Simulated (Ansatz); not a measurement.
## GeCN2 under changes of volume

One of the cells (13.716 Å³/atom); the others are scaled copies at fixed shape and fractional positions:

```xyz
4
Lattice="1.7938 1.0356 4.9220 -1.7938 1.0356 4.9220 0.0000 -2.0713 4.9220" Properties=species:S:1:pos:R:3 pbc="T T T"
Ge    0.0000    0.0000    0.0000
N     0.0000    0.0000    8.6219
N     0.0000    0.0000    6.1440
C     0.0000    0.0000    7.3829
```

The cell comes from a database or a generator and needn't be the stable form of this composition.

```yaml
Program: Ansatz 0.2.0
Functional: r2SCAN
Potentials_or_basis: Ansatz PAW
Cutoff: "500 eV (not typed: the program's choice for these potentials)"
k_mesh: 9 × 9 × 9
Occupations: fermi-dirac, width 0.05 eV
Spin: no spin polarisation
```

| volume (Å³/atom) | energy over the lowest point (meV/atom) | pressure (GPa) | gap on the mesh (eV) | largest force (eV/Å) |
| --- | --- | --- | --- | --- |
| 12.893 | ? | ? | ? | ? |
| 13.167 | 1.54 | 2.4 | 1.10 | 0.704 |
| 13.441 | 0.00 | -0.6 | 1.15 | 0.081 |
| 13.716 | 3.28 | -3.2 | 1.20 | 0.501 |
| 13.990 | 10.93 | -5.7 | 1.25 | 1.043 |
| 14.264 | 22.54 | -7.9 | 1.29 | 1.549 |
| 14.538 | 37.74 | -9.9 | 1.33 | 2.021 |

Task: What does the run at 12.893 Å³/atom give?

Result: Energy over the lowest point 8.38 meV/atom; pressure 5.7 GPa; gap on the mesh 1.04 eV; largest force 1.372 eV/Å.

Worked out: A Birch-Murnaghan fit of order 3 (a polynomial in V^(-2/3)) to the other rows has its minimum at 13.39 Å³/atom with B0 = V·E''(V) = 140 GPa and B' = 3.8 at fixed shape and positions, which overstates the stiffness. It gives 8.39 meV/atom at 12.893 Å³/atom, against the run's 8.38, and -dE/dV = 5.7 GPa, against 5.7. A straight line through the other rows of the gap, of slope 2.34 eV per unit of ln V, extrapolates to 1.05 eV, against the run's 1.04.

Energies are extrapolated to zero smearing.

Caveats: odd divisions of the mesh miss points on the zone boundary, where band edges often lie, so the gap on the mesh can be too wide; the PAW data sets come from PBE, with cores solved anew for the run's functional, which leaves a small shift of forces and pressure; forces of over 1 eV/Å show positions far from the minimum, so gaps and moduli don't describe the material at rest (some runs).

A mesh can miss the band edges. Spin-orbit coupling on Ge is left out.
